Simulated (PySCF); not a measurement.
# CH7FN2SSi: the cost of one run

Programs: PySCF 2.14.0, with density-fitted response routines of our own. Each step states its level of theory. These are calculated values for one molecule in the gas phase, unless marked as measured. Atoms count from 0, in the outputs and in this text.

## 1. Starting geometry

13 atoms, charge 0, multiplicity 1; geometry from: GFN2-xTB. The atoms were then displaced at random by about 0.01 Å, so the start is not that level's minimum.

Bonds of the start (Å): C0–S1 1.84, S1–Si2 2.15, Si2–N3 1.67, Si2–N4 1.71, Si2–F5 1.63, C0–H6 1.10, C0–H7 1.09, C0–H8 1.04, N3–H9 1.02, N3–H10 1.03, N4–H11 0.99, N4–H12 1.03.

## 2. Relaxing the molecule at PBE0-D3(BJ)/def2-SVP

What the job is given:

```
{"job": {"xc": "PBE0", "basis": "def2-SVP", "d3": "d3bj", "grid": 1, "shake": 0.01, "kind": "geom"}, "charge": 0, "multiplicity": 1}
C      2.146640    -0.907380    -0.070030
S      0.432850    -1.568770    -0.041740
Si    -0.690890     0.213750     0.406770
N     -2.277050    -0.075500     0.827450
N     -0.364430     1.324930    -0.857280
F     -0.062840     0.917070     1.731200
H      2.199880    -0.110260    -0.831950
H      2.383860    -0.472060     0.897900
H      2.789500    -1.699040    -0.295310
H     -2.881480    -0.628220     0.217580
H     -2.516790    -0.334990     1.794270
H     -0.442840     1.033470    -1.796400
H     -0.710590     2.290110    -0.749960
```

The run is started by

```console
$ OMP_NUM_THREADS=1 python probes_run.py task.json out
```

One launch serves the whole session: the jobs run in the order shown.

Q: Estimate the wall time and peak memory of this first job on 1 thread of Arm Neoverse N1, shared host.

About 4.6 min, with a peak of 0.53 GiB.
